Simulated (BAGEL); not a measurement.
**BNH2Cl2 (SMILES NB(Cl)Cl) at HF/STO-3G (density fitting with qzvpp-jkfit)**

What is the electronic atomisation energy of BNH2Cl2 at HF/STO-3G (density fitting with qzvpp-jkfit)? 

Program for the calculation: BAGEL 1.2.2.

20 further runs of the same task are left out: 20 set aside as unsound or not needed.

## 1. The system as given

BNH2Cl2: 6 atoms, total charge 0, spin state singlet. SMILES: `NB(Cl)Cl`. The coordinates come from a PBE0-D4/def2-TZVP relaxation.

Bond lengths: N1–B2 1.384 Å, B2–Cl3 1.761 Å, B2–Cl4 1.761 Å, N1–H5 1.005 Å, N1–H6 1.005 Å. Angles: N1–B2–Cl3 120.3°, N1–B2–Cl4 120.3°, Cl3–B2–Cl4 119.5°, B2–N1–H5 122.3°, B2–N1–H6 122.3°, H5–N1–H6 115.3°.

## 2. A single-point energy at HF/STO-3G (density fitting with qzvpp-jkfit)

The input, calc.json:

```json
{ "bagel" : [

{
  "title" : "molecule",
  "basis" : "sto-3g",
  "df_basis" : "qzvpp-jkfit",
  "angstrom" : true,
  "geometry" : [
    { "atom" : "N", "xyz" : [    0.479500,    0.537500,    0.353200 ] },
    { "atom" : "B", "xyz" : [   -0.329000,   -0.400500,   -0.264400 ] },
    { "atom" : "Cl", "xyz" : [   -2.038200,   -0.065500,   -0.525000 ] },
    { "atom" : "Cl", "xyz" : [    0.342900,   -1.939100,   -0.796300 ] },
    { "atom" : "H", "xyz" : [    1.458300,    0.378700,    0.517300 ] },
    { "atom" : "H", "xyz" : [    0.128700,    1.425000,    0.668800 ] }
  ]
},
{
  "title" : "hf"
},
{
  "title" : "print",
  "file" : "orbitals.molden",
  "orbitals" : true
}

]}
```

Launch:

```sh
$ BAGEL_NUM_THREADS=1 BAGEL calc.json > calc.out
```

Standard output:

```text
* using 1 threads per process

  ===============================================================
  ===============================================================

  *** Geometry ***

  { "atom" : "N", "xyz" : [      0.906124,      1.015728,      0.667451 ] },
  { "atom" : "B", "xyz" : [     -0.621720,     -0.756835,     -0.499644 ] },
  { "atom" : "Cl", "xyz" : [     -3.851640,     -0.123777,     -0.992106 ] },
  { "atom" : "Cl", "xyz" : [      0.647987,     -3.664368,     -1.504789 ] },
  { "atom" : "H", "xyz" : [      2.755788,      0.715639,      0.977555 ] },
  { "atom" : "H", "xyz" : [      0.243208,      2.692860,      1.263849 ] },

  Number of auxiliary basis functions:      444

  Since a DF basis is specified, we compute 2- and 3-index integrals:
    o Being stored without compression. Storage requirement is 0.003 GB

  Number of basis functions:       30
  Number of electrons      :       48

    * METHOD: MOLECULE                             0.14

  *** RHF ***

  === Nuclear Repulsion ===
   182.1343567586

      * DIIS with orbital gradients will be used.

  === RHF iteration (sto-3g) ===
      0       -988.49851954          0.01415101           0.02
      1       -988.57013465          0.00410808           0.02
      2       -988.57527649          0.00080379           0.02
      3       -988.57557118          0.00015346           0.02
      4       -988.57558044          0.00003078           0.02
      5       -988.57558110          0.00000555           0.02
      6       -988.57558112          0.00000105           0.02
      7       -988.57558112          0.00000024           0.02
      8       -988.57558112          0.00000007           0.02
      9       -988.57558112          0.00000002           0.02
     10       -988.57558112          0.00000000           0.02
    * SCF iteration converged.

    * Permanent dipole moment:
           (   -0.847910,    -0.983935,    -0.647793) a.u.

    * METHOD: HF                                   0.29

    * METHOD: PRINT                                0.00

  ===============================================================
```

Wall time 0.56 s (1 thread of Arm Neoverse V1, shared host).

## 3. The B atom, same level

The input, input.json:

```json
{ "bagel" : [

{
  "title" : "molecule",
  "basis" : "sto-3g",
  "df_basis" : "qzvpp-jkfit",
  "angstrom" : "true",
  "geometry" : [
    { "atom" : "B", "xyz" : [    0.000000,    0.000000,    0.000000 ] }
  ]
},
{ "title" : "uhf", "nopen" : 1 },
{ "title" : "print", "file" : "orbitals.molden", "orbitals" : "true" }

]}
```

Run the same way, it converges to -24.14912 Eh (log not shown).

## 4. The Cl atom

The input, input.json:

```json
{ "bagel" : [

{
  "title" : "molecule",
  "basis" : "sto-3g",
  "df_basis" : "qzvpp-jkfit",
  "angstrom" : "true",
  "geometry" : [
    { "atom" : "Cl", "xyz" : [       0.000000,       0.000000,       0.000000 ] }
  ]
},

{
  "title" : "uhf",
  "nopen" : 1
},

{
  "title" : "print",
  "file" : "orbitals.molden",
  "orbitals" : "true"
}

]}
```

Run the same way, it converges to -454.54245 Eh (log not shown).

## 5. The H atom, same level

The input, input.json:

```json
{ "bagel": [

{
  "title": "molecule",
  "basis": "sto-3g",
  "df_basis": "qzvpp-jkfit",
  "angstrom": true,
  "geometry": [
    { "atom": "H", "xyz": [       0.000000,       0.000000,       0.000000 ] }
  ]
},

{ "title": "uhf", "nopen": 1 },

{ "title": "print", "file": "orbitals.molden", "orbitals": true }

]}
```

Run the same way, it converges to -0.46658 Eh (log not shown).

## 6. The N atom, same level

The input, calc.json:

```json
{ "bagel": [

{
  "title": "molecule",
  "basis": "sto-3g",
  "df_basis": "qzvpp-jkfit",
  "angstrom": true,
  "geometry": [
    { "atom": "N", "xyz": [       0.000000,       0.000000,       0.000000 ] }
  ]
},

{ "title": "uhf", "nopen": 3 },

{ "title": "print", "file": "orbitals.molden", "orbitals": true }

]}
```

Launch:

```sh
$ BAGEL_NUM_THREADS=1 BAGEL calc.json > calc.out
```

Standard output:

```text
* using 1 threads per process

  ===============================================================
  ===============================================================

  *** Geometry ***

  { "atom" : "N", "xyz" : [      0.000000,      0.000000,      0.000000 ] },

  Number of auxiliary basis functions:       77

  Since a DF basis is specified, we compute 2- and 3-index integrals:
    o Being stored without compression. Storage requirement is 0.000 GB

  Number of basis functions:        5
  Number of electrons      :        7

    * METHOD: MOLECULE                             0.01

  *** Open-shell HF ***

  === Nuclear Repulsion ===
     0.0000000000

      * DIIS with orbital gradients will be used.

  === UHF iteration (sto-3g) ===
      0        -53.71911891          0.00000000           0.00
    * SCF iteration converged.

    * S^2 (UHF) is 3.7500

    * Permanent dipole moment:
           (   -0.000000,     0.000000,     0.000000) a.u.

    * METHOD: UHF                                  0.01

    * METHOD: PRINT                                0.00

  ===============================================================
```

Wall time 0.16 s (1 thread of Arm Neoverse V1, shared host).

## 7. Summary of results

Level: HF/STO-3G (density fitting with qzvpp-jkfit).

| quantity | value |
| --- | --- |
| molecule: total energy | -988.57558 Eh |
| molecule: dipole moment | 3.69 D |
| molecule: HOMO energy | -10.53 eV |
| molecule: LUMO energy | 7.33 eV |
| molecule: HOMO–LUMO gap | 17.86 eV |
| B atom: total energy | -24.14912 Eh |
| B atom: dipole moment | 0.00 D |
| B atom: ⟨S²⟩ | 0.750 |
| Cl atom: total energy | -454.54245 Eh |
| Cl atom: dipole moment | 0.00 D |
| Cl atom: ⟨S²⟩ | 0.750 |
| H atom: total energy | -0.46658 Eh |
| H atom: dipole moment | 0.00 D |
| H atom: ⟨S²⟩ | 0.750 |
| N atom: total energy | -53.71912 Eh |
| N atom: dipole moment | 0.00 D |
| N atom: ⟨S²⟩ | 3.750 |
| electronic atomisation energy | 18.756 eV |

Taking the molecule apart into free atoms costs 18.76 eV (433 kcal/mol), before zero-point energy and without spin-orbit coupling. Hartree–Fock lacks the correlation of the bonding pairs, which as a rule makes this value much too low; in minimal bases other errors can mask that. In a minimal basis such a difference can be off by several eV, whatever the method.
